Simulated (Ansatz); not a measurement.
Working through a geometry optimisation of CH7GeN, SMILES C[NH][GeH3]

Computed with Ansatz 0.2.0, Python API.

Interactive session:
```pycon
>>> import ansatz as az
>>> import numpy as np
>>> BASIS = 'def2-SVP'
>>> LEVEL = 'mp2'
>>> GEOMETRY = '''
... C    -0.80650    0.63990   -0.79370
... N    -0.46380   -0.66620   -0.41140
... Ge    0.73700   -0.54340    0.98080
... H    -1.49900    0.63470   -1.65370
... H     0.02970    1.26940   -1.15240
... H    -1.36010    1.21590    0.03830
... H     0.07100   -1.09470   -1.21350
... H     1.26260   -1.95270    1.39530
... H     0.10770    0.16770    2.25140
... H     2.00470    0.27820    0.56180
... '''
>>> ch7gen = az.Crystal.molecule()
>>> for line in GEOMETRY.strip().splitlines():
...     symbol, *xyz = line.split()
...     ch7gen = ch7gen.atom(symbol, [float(v) for v in xyz])
...
>>> calc = ch7gen.calculation().basis(gaussian=BASIS).correlation(LEVEL)
>>> symbols = [site.symbol for site in ch7gen.cartesian_sites]
>>> start = np.array([site.position_ang for site in ch7gen.cartesian_sites], dtype=float)
>>> rep = calc.relax(force_tolerance=0.005).run(threads=1).report

>>> end = np.array(rep['positions_ang'])
>>> for key in ('converged', 'free_energy_ev', 'reference_energy_ev', 'n_frozen', 'n_occupied', 'n_virtual'):
...     print(f'{key:22s} {rep[key]}')
...
converged              True
free_energy_ev         -59102.29782707636
reference_energy_ev    -59087.14530260785
n_frozen               11
n_occupied             [15, 15]
n_virtual              [69, 69]
>>> print('final positions (A) and the move of each atom')
final positions (A) and the move of each atom
>>> for symbol, xyz, old in zip(symbols, end, start):
...     print(f'{symbol:2s} {xyz[0]:10.5f} {xyz[1]:10.5f} {xyz[2]:10.5f}   {np.linalg.norm(xyz - old):7.4f}')
...
C    -0.83903    0.71092   -0.87852    0.1153
N    -0.31512   -0.55081   -0.38311    0.1903
Ge    0.83749   -0.55190    1.04613    0.1202
H    -1.65997    0.53168   -1.58935    0.2017
H    -0.09632    1.36014   -1.38142    0.2767
H    -1.26201    1.28737   -0.04207    0.1456
H    -0.01190   -1.15719   -1.14150    0.1263
H     1.22891   -2.00267    1.31156    0.1032
H     0.08796    0.04212    2.23674    0.1280
H     2.11329    0.27913    0.82444    0.2842
>>> with open('ch7gen_opt.xyz', 'w') as handle:
...     handle.write(f'{len(symbols)}\nrelaxed CH7GeN\n')
...     handle.writelines(f'{s:2s} {x:11.6f} {y:11.6f} {z:11.6f}\n' for s, (x, y, z) in zip(symbols, end))
...
18
```

File `ch7gen_opt.xyz` afterwards:
```text
10
relaxed CH7GeN
C    -0.839032    0.710918   -0.878524
N    -0.315120   -0.550811   -0.383108
Ge    0.837492   -0.551896    1.046130
H    -1.659968    0.531677   -1.589353
H    -0.096321    1.360143   -1.381423
H    -1.262007    1.287369   -0.042070
H    -0.011900   -1.157188   -1.141500
H     1.228910   -2.002667    1.311563
H     0.087957    0.042125    2.236744
H     2.113291    0.279130    0.824440
```

Reading the output:
- Total energies depend on the basis set; only differences at equal settings carry meaning.
- The end point is the stationary point reached from this start; no frequency run checks that it is a minimum, and the basis set is modest.
- It ran for 52 s on 1 thread of Intel(R) Xeon(R) Platinum 8488C (Sapphire Rapids), on a shared host, peak memory 0.3 GiB.

(Lines on the test bed's own set-up are left out of the output.)
